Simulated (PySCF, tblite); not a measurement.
# C5H15N2PSi: geometry, infrared bands and NMR shifts

Wanted: the infrared bands and NMR shifts of C5H15N2PSi (`C[SiH2]P1N(C)CCN1C`), by calculation.

Programs: tblite 0.8.0 and PySCF 2.14.0, with density-fitted response routines of our own. Each step states its level of theory. These are calculated values for one molecule in the gas phase, unless marked as measured. Atoms count from 0, in the outputs and in this text.

### 1 The molecule as given

24 atoms, charge 0, multiplicity 1; geometry from: force field or distance geometry start.

Bonds of the start (Å): C0–Si1 1.88, Si1–P2 2.18, P2–N3 1.81, N3–C4 1.47, N3–C5 1.44, C5–C6 1.49, C6–N7 1.42, N7–C8 1.42, N7–P2 1.79, C0–H9 1.10, C0–H10 1.10, C0–H11 1.11, Si1–H12 1.48, Si1–H13 1.47, C4–H14 1.12, C4–H15 1.10, C4–H16 1.12, C5–H17 1.10, C5–H18 1.11, C6–H19 1.12, C6–H20 1.12, C8–H21 1.10, C8–H22 1.12, C8–H23 1.13.

### 2 Optimising the geometry with GFN2-xTB

The job: settings as JSON, then the geometry in Å.

```
{"job": {"kind": "relax", "xc": "GFN2-xTB", "basis": "xTB"}, "charge": 0, "multiplicity": 1}
C      3.341900     0.402100    -0.288600
Si     1.740900    -0.504000     0.089000
P      0.146600    -0.048100    -1.324300
N     -1.175700    -1.247500    -1.056500
C     -0.719800    -2.348800    -0.203600
C     -2.121600    -0.475400    -0.300400
C     -2.094700     0.945800    -0.743800
N     -0.761500     1.427600    -0.884500
C     -0.224100     2.156700     0.209900
H      3.240500     0.779300    -1.313500
H      3.554200     1.192400     0.440600
H      4.170700    -0.332300    -0.279100
H      2.058800    -1.941700    -0.072000
H      1.326300    -0.345100     1.486000
H     -0.310600    -1.984400     0.768400
H     -1.509300    -3.087600     0.016300
H      0.103400    -2.909900    -0.716400
H     -2.017200    -0.645100     0.786300
H     -3.130100    -0.867200    -0.563100
H     -2.587200     1.562500     0.057100
H     -2.722300     1.108400    -1.651100
H      0.273400     1.502100     0.936800
H      0.470300     2.930300    -0.218800
H     -1.064700     2.749600     0.666100
```

Command:

```sh
OMP_NUM_THREADS=1 python probes_run.py task.json out
```

The driver reads the jobs from task.json and runs them one after another.

Log:

```text
step      E/eV     max force
  0    -773.42033    2.574
  1    -773.81932    1.648
  2    -773.98467    0.834
  3    -774.07879    0.542
  4    -774.11863    0.416
  5    -774.14389    0.445
  6    -774.16928    0.425
  7    -774.19271    0.343
  8    -774.21287    0.410
  9    -774.23053    0.362
 10    -774.24637    0.324
 11    -774.26105    0.324
 12    -774.27524    0.240
 13    -774.28808    0.224
 14    -774.30018    0.319
 15    -774.31367    0.349
 16    -774.32914    0.341
 17    -774.34392    0.324
 18    -774.35441    0.190
 19    -774.36102    0.186
 20    -774.36625    0.150
 21    -774.37179    0.178
 22    -774.37777    0.151
 23    -774.38333    0.158
 24    -774.38822    0.160
 25    -774.39315    0.184
 26    -774.39889    0.185
 27    -774.40557    0.156
 28    -774.41250    0.171
 29    -774.41904    0.207
 30    -774.42541    0.271
 31    -774.43164    0.232
 32    -774.43671    0.161
 33    -774.44057    0.151
 34    -774.44464    0.180
 35    -774.45030    0.252
 36    -774.45713    0.242
 37    -774.46364    0.159
 38    -774.46844    0.160
 39    -774.47184    0.281
 40    -774.47587    0.237
 41    -774.48104    0.156
 42    -774.48373    0.137
 43    -774.48674    0.093
 44    -774.48967    0.115
 45    -774.49364    0.131
 46    -774.49756    0.138
 47    -774.50089    0.124
 48    -774.50362    0.123
 49    -774.50587    0.105
 50    -774.50786    0.114
 51    -774.50965    0.073
 52    -774.51164    0.069
 53    -774.51263    0.082
 54    -774.51462    0.099
 55    -774.51592    0.091
 56    -774.51707    0.083
 57    -774.51798    0.083
 58    -774.51905    0.069
 59    -774.52015    0.073
 60    -774.52107    0.055
 61    -774.52170    0.049
 62    -774.52226    0.049
 63    -774.52290    0.059
 64    -774.52368    0.075
 65    -774.52446    0.063
 66    -774.52524    0.054
 67    -774.52615    0.087
 68    -774.52736    0.110
 69    -774.52881    0.095
 70    -774.53028    0.090
 71    -774.53179    0.095
 72    -774.53362    0.099
 73    -774.53587    0.134
 74    -774.53830    0.119
 75    -774.54067    0.120
 76    -774.54314    0.146
 77    -774.54581    0.179
 78    -774.54926    0.147
 79    -774.55383    0.130
 80    -774.55904    0.174
 81    -774.56346    0.199
 82    -774.57255    0.243
 83    -774.58418    0.247
 84    -774.59215    0.272
 85    -774.59876    0.228
 86    -774.60416    0.141
 87    -774.60992    0.152
 88    -774.61593    0.180
 89    -774.62039    0.154
 90    -774.62613    0.113
 91    -774.63024    0.167
 92    -774.63596    0.181
 93    -774.64172    0.236
 94    -774.65046    0.189
 95    -774.66057    0.170
 96    -774.66519    0.143
 97    -774.67172    0.156
 98    -774.67678    0.165
 99    -774.68060    0.250
100    -774.68520    0.145
101    -774.69103    0.172
102    -774.69439    0.127
103    -774.69842    0.112
104    -774.70450    0.134
105    -774.70776    0.124
106    -774.71263    0.157
107    -774.71723    0.171
108    -774.72057    0.149
109    -774.72370    0.125
110    -774.72624    0.099
111    -774.72952    0.131
112    -774.73150    0.115
113    -774.73461    0.145
114    -774.73706    0.154
115    -774.73955    0.117
116    -774.74153    0.127
117    -774.74385    0.107
118    -774.74642    0.104
119    -774.74826    0.072
120    -774.74968    0.092
121    -774.75088    0.075
122    -774.75211    0.084
123    -774.75355    0.089
124    -774.75484    0.087
125    -774.75606    0.091
126    -774.75707    0.083
127    -774.75829    0.093
128    -774.75958    0.087
129    -774.76081    0.080
130    -774.76179    0.079
131    -774.76257    0.072
132    -774.76330    0.049
133    -774.76401    0.057
134    -774.76477    0.064
135    -774.76539    0.058
136    -774.76591    0.053
137    -774.76643    0.058
138    -774.76695    0.051
139    -774.76736    0.037
140    -774.76765    0.035
141    -774.76790    0.044
142    -774.76824    0.056
143    -774.76869    0.049
144    -774.76919    0.044
145    -774.76959    0.032
146    -774.76987    0.045
147    -774.77006    0.033
148    -774.77020    0.019
149    -774.77030    0.019
150    -774.77041    0.037
151    -774.77055    0.044
152    -774.77072    0.037
153    -774.77090    0.027
154    -774.77107    0.033
155    -774.77128    0.038
156    -774.77155    0.046
157    -774.77186    0.039
158    -774.77216    0.031
159    -774.77238    0.026
160    -774.77253    0.024
161    -774.77262    0.019
162    -774.77269    0.018
163    -774.77274    0.016
164    -774.77279    0.014
165    -774.77284    0.014
166    -774.77288    0.015
167    -774.77291    0.014
168    -774.77294    0.011
169    -774.77297    0.010
170    -774.77299    0.010
171    -774.77301    0.011
172    -774.77303    0.012
173    -774.77307    0.017
174    -774.77313    0.021
175    -774.77320    0.018
176    -774.77328    0.020
177    -774.77335    0.016
178    -774.77341    0.015
179    -774.77346    0.013
180    -774.77349    0.012
181    -774.77350    0.010
182    -774.77352    0.010
```

Wall time 2 s (1 thread of Arm Neoverse V1, shared host).

Along the way: (not every step is listed)

| step | energy from step 0 (eV) | largest force (eV/Å) |
| --- | --- | --- |
| 0 | 0.0000 | 2.5737 |
| 1 | -0.3990 | 1.6483 |
| 2 | -0.5643 | 0.8342 |
| 3 | -0.6585 | 0.5417 |
| 4 | -0.6983 | 0.4161 |
| 5 | -0.7236 | 0.4449 |
| 6 | -0.7489 | 0.4246 |
| 7 | -0.7724 | 0.3432 |
| 8 | -0.7925 | 0.4102 |
| 24 | -0.9679 | 0.1605 |
| 40 | -1.0555 | 0.2370 |
| 56 | -1.0967 | 0.0833 |
| 72 | -1.1133 | 0.0995 |
| 88 | -1.1956 | 0.1798 |
| 104 | -1.2842 | 0.1344 |
| 120 | -1.3293 | 0.0924 |
| 136 | -1.3456 | 0.0527 |
| 152 | -1.3504 | 0.0367 |
| 168 | -1.3526 | 0.0106 |
| 177 | -1.3530 | 0.0163 |
| 178 | -1.3531 | 0.0150 |
| 179 | -1.3531 | 0.0125 |
| 180 | -1.3532 | 0.0122 |
| 181 | -1.3532 | 0.0102 |
| 182 | -1.3532 | 0.0096 |

Close pairs (by a distance rule), those that changed most:

| bond | before (Å) | after (Å) | change (Å) |
| --- | --- | --- | --- |
| Si1–P2 | 2.179 | 2.293 | +0.114 |
| P2–N3 | 1.805 | 1.709 | -0.096 |
| P2–N7 | 1.788 | 1.711 | -0.076 |
| C5–C6 | 1.489 | 1.533 | +0.044 |
| C8–H22 | 1.124 | 1.089 | -0.035 |
| C8–H23 | 1.125 | 1.093 | -0.033 |
| C4–H16 | 1.120 | 1.089 | -0.032 |
| C6–N7 | 1.425 | 1.453 | +0.029 |

The end geometry stands in the next job.

### 3 Infrared spectrum with GFN2-xTB

The job: settings as JSON, then the geometry in Å.

```
{"job": {"kind": "ir", "xc": "GFN2-xTB", "basis": "xTB"}, "charge": 0, "multiplicity": 1}
C      3.127109     0.544341     0.172883
Si     1.550345    -0.441105     0.552532
P      0.204636    -0.169073    -1.284095
N     -1.129460    -1.187995    -0.964980
C     -0.981189    -2.619480    -1.042410
C     -1.871730    -0.710469     0.187897
C     -1.689989     0.811714     0.224094
N     -0.799384     1.154138    -0.872194
C     -0.240584     2.481059    -0.809776
H      3.486564     0.335237    -0.830512
H      2.960360     1.615371     0.244518
H      3.915646     0.285973     0.871322
H      1.880104    -1.868258     0.687325
H      1.060955    -0.033474     1.885231
H     -0.496723    -3.047717    -0.153725
H     -1.966891    -3.077823    -1.152360
H     -0.382775    -2.860768    -1.919497
H     -1.501932    -1.163790     1.121545
H     -2.923153    -0.990700     0.067465
H     -1.277312     1.125469     1.195296
H     -2.639633     1.336465     0.075185
H      0.316599     2.666959     0.119968
H      0.432648     2.617516    -1.655127
H     -1.045947     3.216175    -0.879563
```

Log:

```text
mode    cm-1     km/mol
  1      24.1      0.34
  2      81.5      0.73
  3      95.5      0.72
  4     106.2      0.88
  5     107.6      0.22
  6     120.2      0.98
  7     138.6      1.18
  8     218.3      0.27
  9     225.6      0.88
 10     247.4      0.16
 11     276.2      3.29
 12     318.5     15.09
 13     333.9      2.18
 14     376.5     22.19
 15     433.6      7.20
 16     461.8      3.65
 17     566.1      4.81
 18     599.2      4.39
 19     643.5    352.61
 20     665.6     30.98
 21     702.1     18.85
 22     753.3     63.33
 23     807.7    192.15
 24     825.5     66.57
 25     836.9    207.51
 26     869.2      0.92
 27     953.9     39.60
 28    1003.4     33.52
 29    1068.0      1.53
 30    1075.2      8.47
 31    1105.7      7.76
 32    1115.5      1.33
 33    1158.2     18.32
 34    1177.5     63.75
 35    1185.5     25.09
 36    1199.7      3.16
 37    1213.5      9.19
 38    1222.8      7.44
 39    1319.3      9.33
 40    1334.9      0.33
 41    1371.6      7.31
 42    1413.3      0.21
 43    1413.5      0.23
 44    1476.1      5.42
 45    1476.9     10.66
 46    1482.7      0.03
 47    1488.6      0.42
 48    1492.4      0.65
 49    1497.3      3.30
 50    1498.7      1.35
 51    1502.7      3.59
 52    2138.3    328.37
 53    2194.4    242.09
 54    2826.8     16.01
 55    2845.8    101.46
 56    2861.5     64.71
 57    2873.0     64.55
 58    2927.5     21.31
 59    2937.7     78.40
 60    2968.9     67.28
 61    2969.5     38.00
 62    3013.9     14.59
 63    3018.1     19.80
 64    3033.4     31.37
 65    3037.7     18.42
 66    3052.7     25.38
```

Wall time 1.3 s (1 thread of Arm Neoverse V1, shared host).

The strongest bands and the atoms that carry them (share of the mass-weighted mode):

| cm⁻¹ | km/mol | atoms |
| --- | --- | --- |
| 644 | 352.6 | H12 38 %, H13 36 % |
| 808 | 192.2 | H13 45 %, H12 43 % |
| 837 | 207.5 | H11 42 %, H9 17 %, C0 16 % |
| 2138 | 328.4 | H13 94 % |
| 2194 | 242.1 | H12 95 % |
| 2846 | 101.5 | H19 67 %, H17 23 % |
| 2938 | 78.4 | H18 65 %, H20 26 % |
| 2969 | 67.3 | H23 66 %, H15 26 % |

### 4 Shielding tensors: PBE0/pcSseg-1

The job, as its differences from that of step 3:

```diff
@@ -1,2 +1,2 @@
-{"job": {"kind": "ir", "xc": "GFN2-xTB", "basis": "xTB"}, "charge": 0, "multiplicity": 1}
+{"job": {"kind": "nmr", "xc": "PBE0", "basis": "pcSseg-1"}, "charge": 0, "multiplicity": 1}
 C      3.127109     0.544341     0.172883
```

With the program's defaults for keys left out, this is: GIAO PBE0/pcSseg-1 NMR shielding, non-relativistic, gas phase.

Log:

```text
coarse grid: 20104 points
cycle   1  E = -939.1117158118  dE =  9.967e-01  |g| = 4.600e-01  |ddm| = 4.386e+00
cycle   2  E = -939.0901593997  dE =  2.156e-02  |g| = 5.500e-01  |ddm| = 1.010e+00
cycle   3  E = -939.1635704209  dE = -7.341e-02  |g| = 9.545e-02  |ddm| = 6.376e-01
cycle   4  E = -939.1652076317  dE = -1.637e-03  |g| = 3.801e-02  |ddm| = 1.144e-01
cycle   5  E = -939.1655271664  dE = -3.195e-04  |g| = 6.002e-03  |ddm| = 3.949e-02
cycle   6  E = -939.1655357564  dE = -8.590e-06  |g| = 2.049e-03  |ddm| = 9.022e-03
final grid: 182456 points
cycle   7  E = -939.2159851680  dE = -5.048e-05  |g| = 9.624e-03  |ddm| = 3.951e-02
cycle   8  E = -939.2159725244  dE =  1.264e-05  |g| = 1.208e-02  |ddm| = 1.934e-02
cycle   9  E = -939.2160081845  dE = -3.566e-05  |g| = 1.441e-03  |ddm| = 1.150e-02
cycle  10  E = -939.2160086175  dE = -4.330e-07  |g| = 2.846e-04  |ddm| = 1.614e-03
cycle  11  E = -939.2160086339  dE = -1.647e-08  |g| = 7.262e-05  |ddm| = 3.185e-04
cycle  12  E = -939.2160086352  dE = -1.289e-09  |g| = 2.232e-05  |ddm| = 1.192e-04
cycle  13  E = -939.2160086354  dE = -1.301e-10  |g| = 2.985e-06  |ddm| = 2.779e-05
converged SCF energy = -939.2160086354

GIAO shielding tensors (ppm)
atom      isotropic    diamagn.    paramagn.     s11        s22        s33       span
  0 C      196.896     253.349     -56.454    189.437    198.494    202.756     13.319
  1 Si     450.607     883.623    -433.016    412.333    429.910    509.577     97.244
  2 P      218.489     969.863    -751.374     86.240    274.551    294.677    208.437
  3 N      221.627     332.611    -110.984    145.637    232.860    286.384    140.747
  4 C      149.440     244.704     -95.265    121.722    140.480    186.117     64.395
  5 C      127.043     250.200    -123.157     93.490    119.536    168.104     74.613
  6 C      129.344     249.063    -119.719     94.399    123.875    169.759     75.360
  7 N      229.289     332.239    -102.950    144.574    237.147    306.145    161.571
  8 C      149.641     245.992     -96.351    121.646    140.956    186.321     64.675
  9 H       31.587      31.077       0.510     26.945     29.311     38.504     11.559
 10 H       31.885      31.852       0.033     26.653     30.447     38.556     11.903
 11 H       31.282      28.668       2.614     25.817     28.006     40.024     14.207
 12 H       27.950      31.982      -4.032     23.013     28.015     32.821      9.807
 13 H       26.928      31.964      -5.035     22.531     26.735     31.519      8.989
 14 H       29.557      30.484      -0.928     24.321     28.640     35.709     11.388
 15 H       28.892      28.163       0.729     23.789     26.181     36.706     12.917
 16 H       28.773      29.554      -0.781     24.073     26.222     36.023     11.950
 17 H       29.195      33.048      -3.854     25.676     27.938     33.970      8.294
 18 H       28.342      30.689      -2.348     23.464     26.082     35.479     12.015
 19 H       28.998      32.881      -3.882     25.858     27.334     33.803      7.944
 20 H       28.256      30.588      -2.331     23.409     25.938     35.423     12.014
 21 H       29.546      31.431      -1.885     24.307     28.945     35.385     11.078
 22 H       28.781      30.329      -1.548     24.499     26.188     35.655     11.156
 23 H       28.872      28.799       0.072     23.801     26.147     36.667     12.866
```

Wall time 54 s (1 thread of Arm Neoverse V1, shared host); peak memory 1.1 GiB.

Shifts follow as δ = σ(reference) − σ, with reference shieldings (ppm) from runs at the same level and on the same kind of geometry: 1H TMS 31.72, 13C TMS 186.9, 29Si TMS 349.2, 15N NH3 267.7, 31P H3PO4 318.4. The references are single molecules in the gas phase, so shifts against H2O, NH3, PH3, H3PO4 or CFCl3 are not on the usual liquid scales and can be off by tens of ppm. Atoms listed in one row are averaged.

| atoms | environment | σ (ppm) | δ (ppm) | δ scaled to CDCl3 |
| --- | --- | --- | --- | --- |
| C5, C6 | sp3 CH2 bonded to N | 128.2 | 58.7 | 55.4 |
| C4, C8 | methyl carbon bonded to N | 149.5 | 37.4 | 34.6 |
| C0 | methyl carbon bonded to Si | 196.9 | -10.0 | -11.6 |
| H12, H13 | hydrogen on a silicon bonded to C, P | 27.44 | 4.28 | – |
| H17, H18, H19, H20 | hydrogen on an sp3 CH2 bonded to N | 28.70 | 3.02 | 2.95 |
| H14, H15, H16, H21, H22, H23 | hydrogen on a methyl carbon bonded to N | 29.07 | 2.65 | 2.60 |
| H9, H10, H11 | hydrogen on a methyl carbon bonded to Si | 31.58 | 0.13 | 0.23 |
| Si1 | silicon bonded to C, P, 2 H | 450.6 | -101.4 | – |
| P2 | phosphorus bonded to 2 N, Si, in a 5-membered ring | 218.5 | 99.9 | – |
| N3, N7 | nitrogen bonded to 2 C, P, in a 5-membered ring | 225.5 | 42.3 | – |

The scaled column applies a straight-line fit of computed shieldings to shifts measured in CDCl3 (root-mean-square error 0.16 ppm for H, 1.9 ppm for C).

Charges from the same density, by scheme (e):

| atoms | Mulliken | IAO | Hirshfeld | ESP fit |
| --- | --- | --- | --- | --- |
| C0 | -0.62 | -0.70 | -0.22 | -0.62 |
| Si1 | 0.41 | 0.44 | 0.24 | 0.72 |
| P2 | 0.39 | 0.52 | 0.15 | -0.23 |
| N3, N7 | -0.74 | -0.43 | -0.14 | -0.06 |
| C4, C8 | -0.07 | -0.31 | -0.07 | -0.44 |
| C5, C6 | 0.00 | -0.16 | -0.03 | -0.19 |

Mayer bond orders: C0–Si1 0.95, Si1–P2 0.86, P2–N3 0.92, N3–C4 0.96, N3–C5 0.93, C5–C6 1.05, C6–N7 0.92, N7–C8 0.97, N7–P2 0.92.

Ring of atoms P2, N3, C5, C6, N7: NICS(0) -7.8, NICS(1) -3.6, NICS(1)zz -4.9 ppm (means of both faces).

### 5 Summary of results

| quantity | value |
| --- | --- |
| strongest single infrared mode (GFN2-xTB) | 644 cm⁻¹, 353 km/mol |
| zero-point energy (GFN2-xTB) | 122.6 kcal/mol |
| 13C shifts against TMS (PBE0/pcSseg-1, means over atoms taken as alike) | 58.7, 37.4, -10.0 ppm |
| 1H shifts against TMS (PBE0/pcSseg-1, means over atoms taken as alike) | 4.28, 3.02, 2.65, 0.13 ppm |
| 29Si shifts against TMS (PBE0/pcSseg-1) | -101.4 ppm |
| 31P shifts against H3PO4 (PBE0/pcSseg-1) | 99.9 ppm |
| 15N shifts against NH3 (PBE0/pcSseg-1, means over atoms taken as alike) | 42.3 ppm |

**Reading.** The optimisation took 182 steps and gained 1.353 eV; among the close pairs (by a distance rule), Si1–P2 changed most, from 2.179 to 2.293 Å. No mode is imaginary among the 66: a minimum at this level. The strongest single mode, at 644 cm⁻¹, moves mainly H12 and H13. Unscaled tight-binding wavenumbers are off by several per cent, some by more. Its intensities can rank the bands wrongly. C5, C6 (mean) (sp3 CH2 bonded to N) lies farthest downfield among carbon, at 58.7 ppm; pulled downfield by the heteroatom. At PBE0/pcSseg-1: Shielding is most anisotropic at P2 (span 208 ppm, paramagnetic term -751 ppm).
